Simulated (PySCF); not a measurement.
# Br3Rh (RhBr3): the cost of one run

Computed with PySCF 2.14.0 and routines of our own; the level stands in each step. Atoms count from 0.

## (1) The starting structure

4 atoms, charge 0, states of the metal's open shell are computed; geometry from: model geometry, bond lengths from ionic radii.

## (2) Ligand-field states: state-averaged CASSCF

Job settings and geometry (Å):

```
{"job": {"kind": "lf", "basis": {"metal": "x2c-TZVPall", "ligand": "x2c-SVPall"}, "nevpt": true}, "charge": 0, "metal": "Rh", "open_shell": "d6"}
Rh     0.000000     0.000000     0.000000
Br     2.345000     0.000000     0.000000
Br    -1.172500     2.030830     0.000000
Br    -1.172500    -2.030830     0.000000
```

With the program's defaults for keys left out, this is: state-averaged CASSCF of the metal d shell, SC-NEVPT2 on the averaged canonical orbitals, state-interaction spin-orbit coupling.

Launch:

```bash
OMP_NUM_THREADS=1 python lf_run.py task.json out
```

The driver reads the jobs from task.json and runs them one after another.

Q: Estimate the wall time and peak memory of this first job on 1 thread of Arm Neoverse V1, shared host.

About 29 s, with a peak of 0.45 GiB.
